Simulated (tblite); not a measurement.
# C5H13BO2S: the cost of one run

Computed with tblite 0.8.0 and PySCF 2.14.0, with density-fitted response routines of our own, on a single molecule in the gas phase. Atoms are numbered from 0 throughout.

## (1) The molecule as given

22 atoms, charge 0, multiplicity 1; geometry from: force field or distance geometry start.

Bonds of the start (Å): C0–O1 1.38, O1–C2 1.39, C2–S3 1.77, S3–O4 1.53, S3–C5 1.78, C5–B6 1.58, B6–C7 1.60, B6–C8 1.59, C0–H9 1.12, C0–H10 1.10, C0–H11 1.11, C2–H12 1.11, C2–H13 1.13, C5–H14 1.11, C5–H15 1.12, C7–H16 1.12, C7–H17 1.11, C7–H18 1.11, C8–H19 1.10, C8–H20 1.14, C8–H21 1.10.

## (2) Relaxing the molecule with GFN2-xTB

Job settings and geometry (Å):

```
{"job": {"kind": "relax", "xc": "GFN2-xTB", "basis": "xTB"}, "charge": 0, "multiplicity": 1}
C      2.017800    -0.579200    -1.095600
O      1.846900     0.656700    -0.514300
C      2.032600     0.650200     0.859100
S      0.901400    -0.371100     1.759700
O      1.074500    -1.870700     1.530100
C     -0.778100     0.155200     1.471700
B     -1.216500     0.097800    -0.044700
C     -2.064300    -1.172600    -0.511200
C     -1.411000     1.433300    -0.885700
H      1.845500    -0.472000    -2.194000
H      1.310100    -1.342900    -0.737400
H      3.042900    -0.990400    -0.973100
H      3.082700     0.449900     1.168000
H      1.832000     1.713200     1.186700
H     -1.452500    -0.418600     2.134500
H     -0.885300     1.220300     1.813000
H     -2.475900    -1.665800     0.400600
H     -2.887700    -0.833200    -1.167600
H     -1.399500    -1.881600    -1.038100
H     -1.706400     1.137500    -1.903800
H     -2.221200     2.064200    -0.399800
H     -0.498600     2.039100    -0.859200
```

Launch:

```
OMP_NUM_THREADS=1 python probes_run.py task.json out
```

This one command runs all jobs of the session in turn.

**Question.** How long does this first job take on 1 thread of Arm Neoverse N1, shared host, and how much memory does it need?

About 3.1 s, with a peak of 0.18 GiB.
